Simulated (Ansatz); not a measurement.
**C3H9AlO: one species, many methods**

One table from this session's results is given with a row withheld; the runs are named, their logs left out.

Method: functionals in def2-TZVPP, the program's frozen cores in correlated methods; program: Ansatz 0.2.0, Gaussian basis.

The runs, in order: LDA (SPW92), PBE-D4, revPBE-D4, BLYP-D4, r2SCAN-D4, B97M-V, PBE0-D4, B3LYP-D4, r2SCANh-D4, r2SCAN0-D4, HSE06-D4, BHLYP-D4, CAM-B3LYP-D4, LC-ωPBE, ωB97X-V, ωB97M-V, B2PLYP, PBE-QIDH; CCSD(T)/def2-SVP; CCSD(T)/def2-TZVPP; MP2/def2-QZVPP; extrapolation to the limit; RPA on PBE.

**Structure used throughout**

An earlier PBE0-D4 in a triple-zeta def2 set relaxation fixed the geometry.

SMILES `C[CH](C)[AlH][OH]`, 14 atoms, charge 0, spin multiplicity 1.

Atoms are counted from 1 here; the program's logs count them from 0.

Bond lengths: C1–C2 1.529 Å, C1–H6 1.095 Å, C1–H7 1.094 Å, C1–H8 1.096 Å, C2–C3 1.528 Å, C2–Al4 1.961 Å, C2–H9 1.102 Å, C3–H10 1.095 Å, C3–H11 1.092 Å, C3–H12 1.097 Å, Al4–O5 1.701 Å, Al4–H13 1.592 Å, O5–H14 0.956 Å. Angles: C2–C1–H6 111.5°, C2–C1–H7 112.5°, C2–C1–H8 111.3°, H6–C1–H7 107.2°, H6–C1–H8 106.7°, H7–C1–H8 107.4°, C1–C2–C3 111.6°, C1–C2–Al4 112.2°, C1–C2–H9 107.2°, C3–C2–Al4 113.4°, C3–C2–H9 107.6°, Al4–C2–H9 104.3°, C2–C3–H10 111.4°, C2–C3–H11 112.2°, C2–C3–H12 111.2°, H10–C3–H11 107.0°, H10–C3–H12 106.9°, H11–C3–H12 107.9° and more.

As a file:

```csv
atom,x (Å),y (Å),z (Å)
C1,-1.1862,0.2211,1.2123
C2,0.1526,0.2053,0.4732
C3,0.8179,-1.1680,0.5438
Al4,-0.0019,0.9019,-1.3529
O5,1.0298,0.2421,-2.5337
H6,-1.8948,-0.4897,0.7741
H7,-1.6626,1.2056,1.1930
H8,-1.0637,-0.0629,2.2642
H9,0.8153,0.9231,0.9836
H10,0.1978,-1.9362,0.0711
H11,1.7861,-1.1840,0.0381
H12,0.9762,-1.4799,1.5833
H13,-1.0138,2.0545,-1.7788
H14,1.0343,0.5380,-3.4425
```

The first run:

The input, in.yaml:

```yaml
crystal:
  periodic: [false, false, false]
  atoms:
    - {symbol: C, position_ang: [-1.186162, 0.221076, 1.212272]}
    - {symbol: C, position_ang: [0.152635, 0.205326, 0.473224]}
    - {symbol: C, position_ang: [0.817912, -1.167980, 0.543753]}
    - {symbol: Al, position_ang: [-0.001855, 0.901912, -1.352884]}
    - {symbol: O, position_ang: [1.029819, 0.242122, -2.533722]}
    - {symbol: H, position_ang: [-1.894850, -0.489713, 0.774059]}
    - {symbol: H, position_ang: [-1.662588, 1.205624, 1.192970]}
    - {symbol: H, position_ang: [-1.063658, -0.062946, 2.264210]}
    - {symbol: H, position_ang: [0.815259, 0.923097, 0.983579]}
    - {symbol: H, position_ang: [0.197828, -1.936234, 0.071075]}
    - {symbol: H, position_ang: [1.786071, -1.184012, 0.038084]}
    - {symbol: H, position_ang: [0.976242, -1.479851, 1.583290]}
    - {symbol: H, position_ang: [-1.013809, 2.054473, -1.778758]}
    - {symbol: H, position_ang: [1.034257, 0.538002, -3.442450]}
basis:
  gaussian: {orbitals: def2-TZVPP}
hamiltonian: {xc: lda}
output: {orbitals: {seedname: orbitals}}
```

Steps of the session up to this table: LDA; PBE-D4 (GGA); revPBE-D4 (GGA); BLYP-D4 (GGA); r2SCAN-D4 (meta-GGA); B97M-V (meta-GGA); PBE0-D4 (hybrid); B3LYP-D4 (hybrid); r2SCANh-D4 (hybrid); r2SCAN0-D4 (hybrid); HSE06-D4 (hybrid); BHLYP-D4 (hybrid); CAM-B3LYP-D4 (range-separated); LC-ωPBE-D4 (range-separated; the results give it without D4); ωB97X-V (range-separated); ωB97M-V (range-separated); B2PLYP (double hybrid); PBE-QIDH (double hybrid).

One of the session's tables, all rows but one given; the rest of the session is left out.

It belongs to the step «Orbital energies across the functionals». 

| functional | HOMO (eV) | gap (eV) |
| --- | --- | --- |
| LDA (SPW92) | -6.04 | 4.46 |
| PBE-D4 | -5.97 | 4.63 |
| revPBE-D4 | -5.92 | 4.71 |
| BLYP-D4 | -5.87 | 4.64 |
| r2SCAN-D4 | ? | ? |
| B97M-V | -6.31 | 5.09 |
| PBE0-D4 | -7.18 | 6.62 |
| B3LYP-D4 | -7.01 | 6.21 |
| r2SCANh-D4 | -6.64 | 5.91 |
| r2SCAN0-D4 | -7.33 | 6.97 |
| HSE06-D4 | -6.78 | 5.85 |
| BHLYP-D4 | -8.35 | 8.51 |
| CAM-B3LYP-D4 | -8.55 | 8.87 |
| LC-ωPBE | -9.86 | 11.32 |
| ωB97X-V | -9.54 | 10.83 |
| ωB97M-V | -9.39 | 10.36 |

Q: Estimate the row for r2SCAN-D4 from the others.

Worked estimate for «HOMO (eV)». Against the share of exact exchange, r2SCANh-D4 (0.1, -6.64), r2SCAN0-D4 (0.25, -7.33) give a slope of -4.60 per unit share; at 0 the line stands at -6.18.

The run gave: HOMO (eV): -6.18; gap (eV): 5.20. In «HOMO (eV)» the line misses by 0.00.
